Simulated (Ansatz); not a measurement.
# GaP: the cost of one run

Computed with the Python package of Ansatz 0.2.0. Level of theory: DFT revPBE, plane waves, PAW.

**1. Starting point**

The structure is cubic, space group F-43m (No. 216). The conventional cell has a = 5.451 Å, b = 5.451 Å, c = 5.451 Å, α = 90.00°, β = 90.00°, γ = 90.00°. Around Ga (site symmetry -43m) lie 4 P at 2.36 Å. P (site symmetry -43m) has 4 Ga at 2.36 Å as nearest neighbours.

No structure file is read: the coordinates are typed or built in the script.

**2. The code**

gap_elastic.py

```python
"""Elastic constants of GaP."""

from dataclasses import replace
import warnings

import ansatz as az
from ase import Atoms
import numpy as np

warnings.simplefilter("ignore", az.DeckWarning)

atoms = Atoms(
    ["Ga", "P"],
    scaled_positions=[
        [0.0, 0.0, 0.0],
        [0.25, 0.25, 0.25],
    ],
    cell=[
        [0.0, 2.72525, 2.72525],
        [2.72525, 0.0, 2.72525],
        [2.72525, 2.72525, 0.0],
    ],
    pbc=True,
)
structure = az.Crystal.from_ase(atoms)

calc = structure.calculation()
calc = calc.occupations("Fixed")
calc = calc.functional("revpbe")
calc = calc.mixing("broyden", preconditioner="kerker").scf(tolerance=1e-05, algorithm="direct_min")
calc = calc.kpoints(7, 7, 7)
# first bring the cell to zero stress
rest = calc.relax(cell=True).run(threads=1, backend="cpu").lattice
relaxed = az.Crystal(lattice=az.Lattice.of(rest.cell_ang))
for site in rest.sites:
    relaxed = relaxed.atom(site.symbol, site.position_frac)
calc = replace(calc, crystal=relaxed)
print("relaxed volume {:.3f} A^3".format(abs(np.linalg.det(rest.cell_ang))))
result = calc.elastic("relaxed_ion").run(threads=1, backend="cpu")
elastic = result.elastic

C = np.asarray(elastic.c_gpa)
for i in range(6):
    for j in range(i, 6):
        if abs(C[i, j]) > 0.05:
            print(f"C{i + 1}{j + 1} = {C[i, j]:.1f} GPa")
print("smallest eigenvalue of C:", round(elastic.stability.min_eigenvalue_gpa, 1), "GPa; tensor positive definite:", elastic.stability.min_eigenvalue_gpa > 0)
# averaged moduli need a positive definite tensor
if elastic.stability.min_eigenvalue_gpa > 0:
    m = elastic.moduli
    print(f"K = {m.k_hill_gpa:.1f}, G = {m.g_hill_gpa:.1f}, E = {m.youngs_gpa:.1f} GPa, Poisson ratio {m.poisson:.3f}, K/G = {m.k_hill_gpa / m.g_hill_gpa:.2f}")
```

**3. What the engine is handed**

The engine receives this input (first run):

```yaml
crystal:
  lattice:
    - [0.0, 2.72525, 2.72525]
    - [2.72525, 0.0, 2.72525]
    - [2.72525, 2.72525, 0.0]
  atoms:
    - { symbol: Ga, position: [0.0, 0.0, 0.0] }
    - { symbol: P, position: [0.25, 0.25, 0.25] }
kpoints:
  mp_grid:
    grid: [7, 7, 7]
hamiltonian:
  xc: revpbe
scf:
  algorithm: direct_min
  convergence:
    dr2_threshold: 1.0e-05
  mixing:
    algorithm: broyden
    preconditioner: kerker
  occupations:
    method: fixed
relax:
  cell: {}
```

**4. The run**

The run is started by

```sh
> python gap_elastic.py
```

Q: Estimate wall time and peak memory on 1 thread of Arm Neoverse V2, shared host.

About 52 s, with a peak of 0.45 GiB.
